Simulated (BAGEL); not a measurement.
# Mg2H2Cl2 ((HMg-mu-Cl)2): B3LYP/def2-SVP (density fitting with qzvpp-jkfit)

What is the energy change on altering one bond length of Mg2H2Cl2 ((HMg-mu-Cl)2) at B3LYP/def2-SVP (density fitting with qzvpp-jkfit)? 

The results are computed with BAGEL 1.2.2.

6 further runs of the same task are left out: 3 that didn't finish, 3 set aside as unsound or not needed. Runs told in other sessions of the task aren't counted.

### Step 1. Starting point

Mg2H2Cl2: 6 atoms, total charge 0, spin state singlet. Geometry: a GFN2-xTB relaxation, a rough one for these elements and not checked as a minimum.

Bond lengths: Mg1–Cl3 2.262 Å, Cl3–Mg4 2.261 Å, Mg1–Cl6 2.261 Å, Mg4–Cl6 2.261 Å, Mg1–H2 1.564 Å, Mg4–H5 1.563 Å. Angles: Mg1–Cl3–Mg4 88.6°, Cl3–Mg1–Cl6 91.4°, Cl3–Mg4–Cl6 91.4°, Mg1–Cl6–Mg4 88.6°, H2–Mg1–Cl3 134.4°, H2–Mg1–Cl6 134.2°, Cl3–Mg4–H5 134.4°, H5–Mg4–Cl6 134.2°.

### Step 2. The energy at B3LYP/def2-SVP (density fitting with qzvpp-jkfit)

The input, input.json:

```json
{ "bagel" : [

{
  "title" : "molecule",
  "basis" : "svp",
  "df_basis" : "qzvpp-jkfit",
  "angstrom" : true,
  "geometry" : [
    { "atom" : "Mg", "xyz" : [   -0.931210,   -0.031940,    1.275430 ] },
    { "atom" : "H", "xyz" : [   -1.835530,   -0.043950,    2.551200 ] },
    { "atom" : "Cl", "xyz" : [    0.747030,   -1.342020,    0.512770 ] },
    { "atom" : "Mg", "xyz" : [    0.922400,    0.022110,   -1.282400 ] },
    { "atom" : "H", "xyz" : [    1.865800,    0.075340,   -2.527840 ] },
    { "atom" : "Cl", "xyz" : [   -0.768490,    1.320460,   -0.529140 ] }
  ]
},
{
  "title" : "ks",
  "xc_func" : "b3lyp"
},
{
  "title" : "print",
  "file" : "orbitals.molden",
  "orbitals" : true
}

]}
```

The run is started by

```console
BAGEL_NUM_THREADS=1 BAGEL input.json > input.out
```

Log:

```text
* using 1 threads per process

  ===============================================================
  ===============================================================

  *** Geometry ***

  { "atom" : "Mg", "xyz" : [     -1.759732,     -0.060358,      2.410213 ] },
  { "atom" : "H", "xyz" : [     -3.468649,     -0.083053,      4.821069 ] },
  { "atom" : "Cl", "xyz" : [      1.411682,     -2.536050,      0.968995 ] },
  { "atom" : "Mg", "xyz" : [      1.743083,      0.041782,     -2.423385 ] },
  { "atom" : "H", "xyz" : [      3.525851,      0.142372,     -4.776925 ] },
  { "atom" : "Cl", "xyz" : [     -1.452236,      2.495308,     -0.999930 ] },

  Number of auxiliary basis functions:      516

  Since a DF basis is specified, we compute 2- and 3-index integrals:
    o Being stored without compression. Storage requirement is 0.028 GB

  Number of basis functions:       82
  Number of electrons      :       60

    * METHOD: MOLECULE                             0.24

  *** Kohn-Sham DFT ***

    * Removing 11600 points whose weight is below 1.00e-10
    * Grid points: 77836

  === Nuclear Repulsion ===
   283.4162863384

       - DIIS with orbital gradients will be used.

  === KS iteration (b3lyp / svp) ===
      0      -1300.56180562          0.08884700           0.34
      1      -1290.27171312          0.09868891           0.32
      2      -1306.91206243          0.08394946           0.32
      3      -1319.40521999          0.03556251           0.32
      4      -1321.35760064          0.01580675           0.32
      5      -1321.53423290          0.00566503           0.32
      6      -1321.55748934          0.00161224           0.32
      7      -1321.55925938          0.00075926           0.32
      8      -1321.55972542          0.00027640           0.32
      9      -1321.55977969          0.00002076           0.32
     10      -1321.55978006          0.00000151           0.32
     11      -1321.55978006          0.00000036           0.32
     12      -1321.55978006          0.00000018           0.32
     13      -1321.55978006          0.00000003           0.32
     14      -1321.55978006          0.00000002           0.32
     15      -1321.55978006          0.00000000           0.32
    * SCF iteration converged.

    * Permanent dipole moment:
           (    0.027402,     0.029661,     0.021434) a.u.

    * METHOD: KS                                   5.53

    * METHOD: PRINT                                0.02

  ===============================================================
```

Wall time 6 s (1 thread of Arm Neoverse V1, shared host); peak memory 0.35 GiB.

### Step 3. The distorted shape, same level

The input, input.json:

```json
{ "bagel": [

{
  "title": "molecule",
  "basis": "svp",
  "df_basis": "qzvpp-jkfit",
  "angstrom": true,
  "geometry": [
    { "atom": "Mg", "xyz": [      -1.214223,      -0.047909,       1.649053 ] },
    { "atom": "H", "xyz": [      -2.118543,      -0.059919,       2.924823 ] },
    { "atom": "Cl", "xyz": [       0.464017,      -1.357989,       0.886393 ] },
    { "atom": "Mg", "xyz": [       0.639387,       0.006141,      -0.908777 ] },
    { "atom": "H", "xyz": [       1.865800,       0.075340,      -2.527840 ] },
    { "atom": "Cl", "xyz": [      -1.051503,       1.304491,      -0.155517 ] }
  ]
},

{ "title": "ks", "xc_func": "b3lyp" },

{ "title": "print", "file": "orbitals.molden", "orbitals": true }

]}
```

The run is started by

```console
BAGEL_NUM_THREADS=1 BAGEL input.json > input.out
```

Log:

```text
* using 1 threads per process

  ===============================================================
  ===============================================================

  *** Geometry ***

  { "atom" : "Mg", "xyz" : [     -2.294549,     -0.090535,      3.116259 ] },
  { "atom" : "H", "xyz" : [     -4.003466,     -0.113230,      5.527114 ] },
  { "atom" : "Cl", "xyz" : [      0.876865,     -2.566227,      1.675040 ] },
  { "atom" : "Mg", "xyz" : [      1.208266,      0.011605,     -1.717340 ] },
  { "atom" : "H", "xyz" : [      3.525851,      0.142372,     -4.776925 ] },
  { "atom" : "Cl", "xyz" : [     -1.987053,      2.465131,     -0.293885 ] },

  Number of auxiliary basis functions:      516

  Since a DF basis is specified, we compute 2- and 3-index integrals:
    o Being stored without compression. Storage requirement is 0.028 GB

  Number of basis functions:       82
  Number of electrons      :       60

    * METHOD: MOLECULE                             0.24

  *** Kohn-Sham DFT ***

    * Removing 11325 points whose weight is below 1.00e-10
    * Grid points: 78111

  === Nuclear Repulsion ===
   281.8078861742

       - DIIS with orbital gradients will be used.

  === KS iteration (b3lyp / svp) ===
      0      -1300.62670551          0.08818678           0.35
      1      -1290.10689967          0.09444067           0.33
      2      -1307.73735306          0.07733422           0.33
      3      -1319.78128152          0.03092522           0.33
      4      -1321.35644174          0.01511302           0.33
      5      -1321.53948194          0.00375714           0.33
      6      -1321.54793106          0.00094761           0.33
      7      -1321.54861041          0.00016735           0.32
      8      -1321.54863037          0.00006668           0.33
      9      -1321.54863377          0.00001457           0.33
     10      -1321.54863391          0.00000394           0.33
     11      -1321.54863392          0.00000052           0.32
     12      -1321.54863392          0.00000016           0.33
     13      -1321.54863392          0.00000003           0.33
     14      -1321.54863392          0.00000001           0.33
     15      -1321.54863392          0.00000000           0.33
    * SCF iteration converged.

    * Permanent dipole moment:
           (    0.245582,     0.040309,    -0.269957) a.u.

    * METHOD: KS                                   5.60

    * METHOD: PRINT                                0.02

  ===============================================================
```

Run time: 6 s. Hardware: 1 thread of Arm Neoverse V1, shared host; peak memory 0.35 GiB.

### Step 4. What came out

Level: B3LYP/def2-SVP (density fitting with qzvpp-jkfit).

```
                                                          quantity           value
                                         first shape: total energy  -1321.55978 Eh
                                        first shape: dipole moment          0.12 D
                                          first shape: HOMO energy        -7.60 eV
                                          first shape: LUMO energy        -0.81 eV
                                        first shape: HOMO–LUMO gap         6.79 eV
                                     distorted shape: total energy  -1321.54863 Eh
                                    distorted shape: dipole moment          0.93 D
                                      distorted shape: HOMO energy        -6.94 eV
                                      distorted shape: LUMO energy        -1.16 eV
                                    distorted shape: HOMO–LUMO gap         5.78 eV
energy change with the Mg4–H5 bond stretched from 1.563 to 2.032 Å        0.303 eV
```

In words: With the Mg4–H5 bond stretched from 1.563 to 2.032 Å the energy rises by 0.30 eV (7.0 kcal/mol). The first shape isn't relaxed at this level, so the change isn't measured from a minimum.
